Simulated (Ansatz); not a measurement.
**C₂H₉AlS: one species, many methods**

One table from this session's results is given with a row withheld; the runs are named, their logs left out.

The runs use Ansatz 0.2.0, Gaussian basis; functionals in def2-TZVPP, the program's frozen cores in correlated methods.

Plan: LDA (SPW92), PBE-D4, revPBE-D4, BLYP-D4, r2SCAN-D4, B97M-V, PBE0-D4, B3LYP-D4, r2SCANh-D4, r2SCAN0-D4, HSE06-D4, BHLYP-D4, CAM-B3LYP-D4, LC-ωPBE, ωB97X-V, ωB97M-V, B2PLYP, PBE-QIDH; CCSD(T)/def2-SVP; CCSD(T)/def2-TZVPP; MP2/def2-QZVPP; extrapolation to the limit; RPA on PBE.

**The geometry**

All runs share one geometry, relaxed beforehand with PBE0-D4 in a triple-zeta def2 set.

13 atoms, charge 0, spin multiplicity 1.

Atoms are counted from 1 here; the program's logs count them from 0.

Bond lengths: C1–S2 1.795 Å, C1–H5 1.091 Å, C1–H6 1.090 Å, C1–H7 1.090 Å, S2–C3 1.796 Å, S2–Al4 2.440 Å, C3–H8 1.091 Å, C3–H9 1.090 Å, C3–H10 1.090 Å, Al4–H11 1.599 Å, Al4–H12 1.608 Å, Al4–H13 1.599 Å. Angles: S2–C1–H5 109.9°, S2–C1–H6 109.8°, S2–C1–H7 106.9°, H5–C1–H6 111.1°, H5–C1–H7 109.5°, H6–C1–H7 109.6°, C1–S2–C3 100.8°, C1–S2–Al4 100.1°, C3–S2–Al4 100.0°, S2–C3–H8 109.9°, S2–C3–H9 106.9°, S2–C3–H10 109.8°, H8–C3–H9 109.4°, H8–C3–H10 111.1°, H9–C3–H10 109.6°, S2–Al4–H11 99.2°, S2–Al4–H12 95.9°, S2–Al4–H13 99.2° and more.

Set-up of the first run:

Contents of in.yaml:

```yaml
crystal:
  periodic: [false, false, false]
  atoms:
    - {symbol: C, position_ang: [-0.617171, 1.481461, -0.487779]}
    - {symbol: S, position_ang: [0.651144, 0.225947, -0.684784]}
    - {symbol: C, position_ang: [1.362910, 0.207000, 0.963574]}
    - {symbol: Al, position_ang: [-0.721887, -1.788441, -0.578832]}
    - {symbol: H, position_ang: [-1.290423, 1.205581, 0.324511]}
    - {symbol: H, position_ang: [-0.152806, 2.449488, -0.299914]}
    - {symbol: H, position_ang: [-1.173796, 1.518879, -1.423800]}
    - {symbol: H, position_ang: [0.586980, -0.001669, 1.700859]}
    - {symbol: H, position_ang: [2.103040, -0.592593, 0.979590]}
    - {symbol: H, position_ang: [1.850359, 1.160454, 1.166706]}
    - {symbol: H, position_ang: [0.438137, -2.885590, -0.493580]}
    - {symbol: H, position_ang: [-1.474804, -1.403332, 0.788726]}
    - {symbol: H, position_ang: [-1.541385, -1.611985, -1.940379]}
basis:
  gaussian: {orbitals: def2-TZVPP}
hamiltonian: {xc: lda}
output: {orbitals: {seedname: orbitals}}
```

On the command line:

```console
$ ansatz run in.yaml --threads 4 --pin off --events-out ev --progress --plain --max-ram 10444MiB
```

Among the steps run: LDA; PBE-D4 (GGA); revPBE-D4 (GGA); BLYP-D4 (GGA); r2SCAN-D4 (meta-GGA); B97M-V (meta-GGA); PBE0-D4 (hybrid); B3LYP-D4 (hybrid); r2SCANh-D4 (hybrid); r2SCAN0-D4 (hybrid); HSE06-D4 (hybrid); BHLYP-D4 (hybrid); CAM-B3LYP-D4 (range-separated); LC-ωPBE (range-separated); ωB97X-V (range-separated); ωB97M-V (range-separated); B2PLYP (double hybrid); PBE-QIDH (double hybrid).

One table of the session follows, with a row left open; its other results are not shown here.

It belongs to the step «Orbital energies across the functionals». 

```
  functional  HOMO (eV)  gap (eV)
 LDA (SPW92)      -6.40      5.29
      PBE-D4          ?         ?
   revPBE-D4      -6.30      5.43
     BLYP-D4      -6.24      5.42
   r2SCAN-D4      -6.64      5.98
      B97M-V      -6.75      6.01
     PBE0-D4      -7.58      7.63
    B3LYP-D4      -7.40      7.20
  r2SCANh-D4      -7.09      6.80
  r2SCAN0-D4      -7.78      8.01
    HSE06-D4      -7.17      6.84
    BHLYP-D4      -8.78      9.82
CAM-B3LYP-D4      -8.99     10.12
     LC-ωPBE     -10.38     12.67
     ωB97X-V     -10.04     12.19
     ωB97M-V      -9.82     11.63
```

**Question.** Estimate the row for PBE-D4.

As computed: HOMO (eV): -6.34; gap (eV): 5.39. In the column «HOMO (eV)» it lies between LDA (SPW92) (-6.40) and revPBE-D4 (-6.30).
